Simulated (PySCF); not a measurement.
# CH7AsSi: electronic excitations

Aim: predict the electronic excitations of CH7AsSi (`C[AsH][SiH3]`).

Computed with PySCF 2.14.0, with density-fitted response routines of our own, on a single molecule in the gas phase. Atoms are numbered from 0 throughout.

### Step 1. Starting geometry

10 atoms, charge 0, multiplicity 1; geometry from: GFN2-xTB.

Bonds of the start (Å): C0–As1 1.98, As1–Si2 2.32, C0–H3 1.09, C0–H4 1.09, C0–H5 1.09, As1–H6 1.51, Si2–H7 1.47, Si2–H8 1.47, Si2–H9 1.47.

### Step 2. TDDFT and polarisability: CAM-B3LYP/def2-SVPD

Job settings and geometry (Å):

```
{"job": {"kind": "uv", "xc": "CAM-B3LYP", "basis": "def2-SVPD", "nstates": 8, "ntriplets": 3}, "charge": 0, "multiplicity": 1}
C      1.612021     0.185731     0.141487
As     0.282992    -1.275159     0.034887
Si    -1.608430     0.072528     0.120320
H      2.612142    -0.219352     0.297847
H      1.392025     0.886799     0.944735
H      1.618286     0.730389    -0.803128
H      0.254772    -1.531185     1.521490
H     -2.817978    -0.728820     0.330193
H     -1.762673     0.786597    -1.155186
H     -1.574274     1.097127     1.173591
```

Method: TDDFT CAM-B3LYP/def2-SVPD, vertical, gas phase, core orbitals frozen in the response.

Command:

```sh
$ OMP_NUM_THREADS=1 python probes_run.py task.json out
```

The driver reads the jobs from task.json and runs them one after another.

Predict these results of the whole session: lowest singlet (CAM-B3LYP/def2-SVPD); brightest single state of those computed; lowest triplet; surface potential, 1st and 99th percentile.

As calculated:

| quantity | value |
| --- | --- |
| lowest singlet (CAM-B3LYP/def2-SVPD) | 5.93 eV (209 nm), f = 0.039 |
| brightest single state of those computed | state 3, 6.60 eV, f = 0.250 |
| lowest triplet | 5.22 eV |
| surface potential, 1st and 99th percentile | -0.70 V and 0.85 V |

What this shows: The first singlet state (HOMO→LUMO 0.87) lies at 5.93 eV and is weak; of the 8 states computed, the strongest absorption comes from state 3 at 6.60 eV. The lowest triplet lies 0.71 eV below the lowest singlet (triplets in Tamm-Dancoff, singlets in full TDDFT).
